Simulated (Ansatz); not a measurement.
# ClFGeH5NSi: one species, many methods

How much do the methods differ for ClFGeH5NSi? The plan is to run it at one geometry with functionals of several rungs and with coupled cluster. The yardstick is the atomisation energy at the CCSD(T) limit.

Computed with Ansatz 0.2.0, Gaussian basis. Level: functionals in def2-TZVPP, the program's frozen cores in correlated methods.

Levels to be run: PBE-D4, r2SCAN-D4, PBE0-D4, B3LYP-D4, ωB97X-V, ωB97M-V, B2PLYP; CCSD(T)/def2-TZVPP; MP2/def2-QZVPP; extrapolation to the limit.

## 1. The relaxed structure

An earlier PBE0-D4 in a triple-zeta def2 set relaxation fixed the geometry.

10 atoms, charge 0, spin multiplicity 1.

Atoms are counted from 1 here; the program's logs count them from 0.

Bond lengths: F1–Si2 1.593 Å, Si2–Cl3 2.043 Å, Si2–N4 1.686 Å, Si2–H6 1.472 Å, N4–Ge5 1.849 Å, N4–H7 1.010 Å, Ge5–H8 1.533 Å, Ge5–H9 1.537 Å, Ge5–H10 1.536 Å. Angles: F1–Si2–Cl3 105.5°, F1–Si2–N4 113.5°, F1–Si2–H6 106.5°, Cl3–Si2–N4 109.5°, Cl3–Si2–H6 111.0°, N4–Si2–H6 110.7°, Si2–N4–Ge5 127.2°, Si2–N4–H7 117.2°, Ge5–N4–H7 115.2°, N4–Ge5–H8 105.9°, N4–Ge5–H9 110.0°, N4–Ge5–H10 108.8°, H8–Ge5–H9 110.9°, H8–Ge5–H10 111.3°, H9–Ge5–H10 109.9°.

## 2. PBE-D4 (GGA)

Contents of in.yaml:

```yaml
crystal:
  periodic: [false, false, false]
  atoms:
    - {symbol: F, position_ang: [-2.165601, 0.767496, 1.173527]}
    - {symbol: Si, position_ang: [-0.660527, 0.275617, 1.351522]}
    - {symbol: Cl, position_ang: [-0.663781, -0.893278, 3.027377]}
    - {symbol: N, position_ang: [-0.087285, -0.620235, 0.042850]}
    - {symbol: Ge, position_ang: [0.725423, 0.030107, -1.485556]}
    - {symbol: H, position_ang: [0.154348, 1.484825, 1.552278]}
    - {symbol: H, position_ang: [-0.298247, -1.607834, 0.030876]}
    - {symbol: H, position_ang: [0.984613, 1.517996, -1.222906]}
    - {symbol: H, position_ang: [-0.202805, -0.159548, -2.696245]}
    - {symbol: H, position_ang: [2.038963, -0.734447, -1.710320]}
basis:
  gaussian: {orbitals: def2-TZVPP}
hamiltonian: {xc: pbe, dispersion: d4}
output: {forces: true, orbitals: {seedname: orbitals}}
```

The runs that follow: r2SCAN-D4 (meta-GGA); PBE0-D4 (hybrid); B3LYP-D4 (hybrid); ωB97X-V (range-separated); ωB97M-V (range-separated); B2PLYP (double hybrid); CCSD(T) in def2-TZVPP; MP2 in def2-QZVPP.

**Question.** What will the summary of the whole plan be? Wanted: atomisation energy, CCSD(T)/CBS; farthest; mean size of error, hybrid; mean size of error, range-separated; gap, smallest and largest; T1 diagnostic; triples share of the correlation energy.

The runs gave:

```
                               quantity                                 value
        atomisation energy, CCSD(T)/CBS                             34.270 eV
    functionals within 0.343 eV (1.0 %)   PBE-D4, r2SCAN-D4, ωB97X-V, ωB97M-V
                               farthest                    B2PLYP (-0.691 eV)
             mean size of error, hybrid                              0.533 eV
    mean size of error, range-separated                              0.122 eV
              gap, smallest and largest  5.88 eV (PBE-D4), 12.52 eV (ωB97X-V)
                          T1 diagnostic                                0.0111
triples share of the correlation energy                                 3.5 %
```

PBE-D4 is off by -0.177 eV. Double hybrids carry the basis error of their MP2 part in triple zeta, and no dispersion term here, so their miss is partly the set-up's. The reference freezes the cores and leaves out relativity and excitations past (T), and its outer-core shells are covered unevenly, so misses under about 0.343 eV can't be ranked. Hartree-Fock recovers 72 % of the binding; the rest is correlation. The gap grows from 5.9 to 12.5 eV across the functionals, mostly with the share of exact exchange. Correlated methods include outer-core shells of Ge, which these sets cover unevenly.
